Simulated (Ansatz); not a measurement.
# CH3BrOSi: how energies converge with the basis set

One table from this session's results is given with a row withheld; the runs are named, their logs left out.

Computed with Ansatz 0.2.0, Gaussian basis. Level: one geometry, several basis sets.

Plan: PBE0-D4/def2-SVP; ωB97M-V/def2-SVP; PBE0-D4/def2-QZVPP; ωB97M-V/def2-QZVPP; the functionals' def2-TZVPP values are taken from earlier runs.

## The geometry

The geometry comes from an earlier relaxation with PBE0-D4 in a triple-zeta def2 set; it is a stationary point, not always the lowest conformer.

SMILES `O=C[SiH2]Br`, 7 atoms, charge 0, spin multiplicity 1.

Atoms are counted from 1 here; the program's logs count them from 0.

Bond lengths: O1–C2 1.203 Å, C2–Si3 1.926 Å, C2–H5 1.114 Å, Si3–Br4 2.218 Å, Si3–H6 1.480 Å, Si3–H7 1.480 Å. Angles: O1–C2–Si3 118.8°, O1–C2–H5 120.7°, Si3–C2–H5 120.6°, C2–Si3–Br4 109.2°, C2–Si3–H6 108.8°, C2–Si3–H7 108.8°, Br4–Si3–H6 109.4°, Br4–Si3–H7 109.4°, H6–Si3–H7 111.2°.

The first run:

The input, in.yaml:

```yaml
crystal:
  periodic: [false, false, false]
  atoms:
    - {symbol: O, position_ang: [-0.727801, 0.568760, -1.881893]}
    - {symbol: C, position_ang: [-0.503769, -0.261371, -1.040386]}
    - {symbol: Si, position_ang: [0.336285, 0.288523, 0.603590]}
    - {symbol: Br, position_ang: [0.631041, -1.486018, 1.900398]}
    - {symbol: H, position_ang: [-0.777378, -1.328390, -1.207391]}
    - {symbol: H, position_ang: [-0.547509, 1.257329, 1.290545]}
    - {symbol: H, position_ang: [1.650331, 0.893066, 0.289436]}
basis:
  gaussian: {orbitals: def2-SVP}
hamiltonian: {xc: pbe0, dispersion: d4}
output: {orbitals: {seedname: orbitals}}
```

The run is started by

```console
ansatz run in.yaml --threads 2 --pin off --events-out ev --progress --plain --max-ram 4352MiB
```

Among the steps run: PBE0-D4 in def2-SVP; ωB97M-V in def2-SVP; PBE0-D4 in def2-QZVPP; ωB97M-V in def2-QZVPP.

One table of the session follows, with a row left open; its other results are not shown here.

It belongs to the step «Density functionals: the series». 

```
functional       basis  HOMO (eV)  LUMO (eV)
   PBE0-D4    def2-SVP      -7.33      -1.86
   PBE0-D4  def2-TZVPP      -7.44      -2.06
   PBE0-D4  def2-QZVPP          ?          ?
   ωB97M-V    def2-SVP      -9.57       0.52
   ωB97M-V  def2-TZVPP      -9.71       0.22
   ωB97M-V  def2-QZVPP      -9.74       0.12
```

Q: Estimate the row for PBE0-D4, def2-QZVPP from the others.

The run gave: HOMO (eV): -7.47; LUMO (eV): -2.12. In the column «HOMO (eV)» it lies between ωB97M-V, def2-SVP (-9.57) and PBE0-D4, def2-TZVPP (-7.44).
